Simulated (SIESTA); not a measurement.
In2CuO4: single point with PBEsol

In2CuO4:

```
In Cu O
1.0
    -1.97850    1.97850    6.04000
     1.97850   -1.97850    6.04000
     1.97850    1.97850   -6.04000
In Cu O
2 1 4
Direct
  0.65464 0.64288 0.00554
  0.34851 0.36048 0.99962
  0.99203 0.99383 0.99298
  0.25824 0.75310 0.50914
  0.74413 0.25769 0.49860
  0.00683 0.51182 0.51419
  0.50830 0.00691 0.50842
```

The cell isn't the ideal one: atoms moved at random, drawn with an rms of 0.05 Å.

```json
{
  "Program": "SIESTA 5.4.2",
  "Task": "single point",
  "Functional": "PBEsol",
  "Potentials or basis": "PseudoDojo 0.4 standard (PBEsol files)",
  "Basis": "DZP (energy shift 0.003 Ry; two zetas on semicore shells)",
  "Grid cutoff": "800 Ry",
  "Energy shift": "0.003 Ry",
  "k mesh": "9 × 9 × 9",
  "Occupations": "fermi-dirac, width 0.05 eV",
  "Spin": "no spin polarisation"
}
```

```json
{"Pressure": "-17.9 GPa", "Largest force": "1.589 eV/Å", "Band gap on the k mesh": "none (metal or under the smearing width)"}
```

Forces in eV/Å, atoms in the order of the input:
```
In   0.080 -0.122  1.473
In  -0.056  0.016 -1.588
Cu   0.502  0.417  0.117
O    0.069 -0.271  0.042
O   -0.128  0.278  0.043
O   -0.515  0.018 -0.047
O    0.050 -0.334 -0.040
```

Stress tensor (GPa, compression positive):
```
-17.57  -0.02  -0.29
 -0.02 -17.81   0.09
 -0.29   0.09 -18.23
```

Levels at points of the mesh, in eV from the Fermi level:
```
           k point  band 31  band 32  band 33  band 34  band 35  band 36  band 37  band 38  band 39  band 40
(0.00, 0.00, 0.00)    -1.53    -1.41    -0.89    -0.84    -0.40    -0.38     3.72     4.78     5.48     6.38
```

Wall time 5.5 min on 1 thread of Intel(R) Xeon(R) 6975P-C (Granite Rapids), with other jobs on the host, peak memory 0.72 GiB.

Caveat: short orbitals over semicore shells can move pressures by several GPa; the basis of atomic orbitals isn't converged, which shifts pressures, moduli and gaps; an odd number of electrons without spin polarisation forces a metal; a magnetic or distorted state may lie lower; the run has no spin polarisation, though such a crystal can be magnetic; semilocal functionals often make such compounds metallic where correlation or magnetic order opens a gap, which also shifts bond lengths.
